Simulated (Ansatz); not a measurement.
# BBrF₂H₂ (built from SMILES Br.FBF): a short trajectory

Aim: follow the atoms for 30 steps of 0.25 fs at constant energy, with velocities drawn for 500 K, and see to which side of the barrier the system falls.

Program: Ansatz 0.2.0, Gaussian basis. Level of theory: B3LYP-D4/def2-SVPD. These are calculated values, not measurements.

1 further run of the same task is left out (it didn't finish).

## (1) Where the work starts

The start, a first-order saddle point found at PBE0-D4 in triple zeta: 6 atoms, charge 0, spin multiplicity 1.

Atoms are counted from 1 here; the program's logs count them from 0.

Bond lengths: B1–H2 1.318 Å, B1–F3 1.321 Å, B1–F4 1.321 Å, B1–Br6 2.291 Å, H5–Br6 1.711 Å. Angles: H2–B1–F3 111.1°, H2–B1–F4 111.1°, H2–B1–Br6 92.0°, F3–B1–F4 122.2°, F3–B1–Br6 108.1°, F4–B1–Br6 108.1°, B1–Br6–H5 39.5°.

Geometry (Å):

```
B    -0.2791   -0.3705    0.0368
H    -0.7579    0.7335   -0.5013
F    -0.1412   -1.3208   -0.8697
F    -0.8236   -0.5991    1.2180
H     0.2287    0.9659   -0.2591
Br    1.7729    0.5910    0.3753
```

## (2) Dynamics

md/in.yaml

```yaml
crystal:
  periodic: [false, false, false]
  atoms:
    - {symbol: B, position_ang: [-0.279057, -0.370451, 0.036847]}
    - {symbol: H, position_ang: [-0.757886, 0.733496, -0.501299]}
    - {symbol: F, position_ang: [-0.141151, -1.320781, -0.869684]}
    - {symbol: F, position_ang: [-0.823650, -0.599130, 1.217978]}
    - {symbol: H, position_ang: [0.228702, 0.965852, -0.259079]}
    - {symbol: Br, position_ang: [1.772943, 0.591014, 0.375338]}
basis:
  gaussian: {orbitals: def2-SVPD}
hamiltonian: {xc: {name: B3LYP}, dispersion: d4}
md: {n_steps: 30, timestep: 0.25, temperature: 500, ensemble: nve, seed: 696, initial_velocities: maxwell_boltzmann}
```

Started as:

```
ansatz run in.yaml --threads 4 --pin off --events-out ev --progress --plain --max-ram 9574MiB
```

Before running it: what results should come out? Wanted: temperature at the start; mean temperature, second half; lowest and highest potential energy, from the first frame; largest change of potential + kinetic.

**Answer**, as computed:

```
                                                 quantity             value
                                                   length  30 steps, 7.5 fs
                                 temperature at the start             500 K
                            mean temperature, second half             547 K
lowest and highest potential energy, from the first frame    -90 and 13 meV
                    largest change of potential + kinetic           0.1 meV
```

In words: By the last frame it has moved towards the side where B1–Br6, H2–H5 form. With no thermostat the total energy should stay fixed; it holds within 0.1 meV, small beside the kinetic energy, so the time step serves. The instant temperature ranges from 474 to 675 K, as energy passes between motion and strain.
